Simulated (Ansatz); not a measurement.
# AlBH₈OSi₂: basis-set convergence

Aim: see how fast density functionals converge with the basis set for AlBH₈OSi₂.

The runs use Ansatz 0.2.0, Gaussian basis; one geometry, several basis sets.

Plan: PBE0-D4/def2-SVP; ωB97M-V/def2-SVP; PBE0-D4/def2-QZVPP; ωB97M-V/def2-QZVPP; the functionals' def2-TZVPP values are taken from earlier runs.

## Step 1: The relaxed structure

An earlier PBE0-D4 in a triple-zeta def2 set relaxation fixed the geometry.

SMILES `[AlH2][O]B[SiH2][SiH3]`, 13 atoms, charge 0, spin multiplicity 1.

Atoms are counted from 1 here; the program's logs count them from 0.

Bond lengths: Al1–O2 1.689 Å, Al1–H6 1.575 Å, Al1–H7 1.575 Å, O2–B3 1.332 Å, B3–Si4 2.034 Å, B3–H8 1.207 Å, Si4–Si5 2.344 Å, Si4–H9 1.494 Å, Si4–H10 1.491 Å, Si5–H11 1.488 Å, Si5–H12 1.490 Å, Si5–H13 1.489 Å. Angles: O2–Al1–H6 116.8°, O2–Al1–H7 116.8°, H6–Al1–H7 126.5°, Al1–O2–B3 177.5°, O2–B3–Si4 120.3°, O2–B3–H8 118.9°, Si4–B3–H8 120.7°, B3–Si4–Si5 108.2°, B3–Si4–H9 112.1°, B3–Si4–H10 112.8°, Si5–Si4–H9 107.4°, Si5–Si4–H10 107.8°, H9–Si4–H10 108.3°, Si4–Si5–H11 111.9°, Si4–Si5–H12 109.9°, Si4–Si5–H13 110.5°, H11–Si5–H12 108.2°, H11–Si5–H13 108.3° and more.

## Step 2: PBE0-D4 in def2-SVP

File in.yaml:

```yaml
crystal:
  periodic: [false, false, false]
  atoms:
    - {symbol: Al, position_ang: [-2.072720, -0.179385, 2.404058]}
    - {symbol: O, position_ang: [-1.233107, -0.811888, 1.082041]}
    - {symbol: B, position_ang: [-0.525714, -1.276097, 0.052928]}
    - {symbol: Si, position_ang: [1.325800, -0.530512, -0.339751]}
    - {symbol: Si, position_ang: [1.093700, 1.256570, -1.839066]}
    - {symbol: H, position_ang: [-1.911446, -0.936936, 3.775822]}
    - {symbol: H, position_ang: [-2.943828, 1.106535, 2.141845]}
    - {symbol: H, position_ang: [-1.022087, -2.107534, -0.668429]}
    - {symbol: H, position_ang: [1.989743, 0.001628, 0.888471]}
    - {symbol: H, position_ang: [2.233464, -1.535810, -0.964028]}
    - {symbol: H, position_ang: [2.407767, 1.863664, -2.185792]}
    - {symbol: H, position_ang: [0.236535, 2.315122, -1.235802]}
    - {symbol: H, position_ang: [0.442393, 0.800044, -3.097498]}
basis:
  gaussian: {orbitals: def2-SVP}
hamiltonian: {xc: pbe0, dispersion: d4}
output: {orbitals: {seedname: orbitals}}
```

After this run come: ωB97M-V in def2-SVP; PBE0-D4 in def2-QZVPP; ωB97M-V in def2-QZVPP.

Before running them: what should the planned runs give, taken together? Wanted: PBE0-D4: double and triple zeta above quadruple; ωB97M-V: double and triple zeta above quadruple.

As calculated:

| quantity | value |
| --- | --- |
| PBE0-D4: double and triple zeta above quadruple | 11.97, 0.91 eV |
| ωB97M-V: double and triple zeta above quadruple | 12.09, 0.85 eV |

In words: For PBE0-D4 the step from double to triple zeta gains 11.07 eV and the next only 0.91 eV. Total energies overstate the basis error of differences, where much of it tends to cancel.
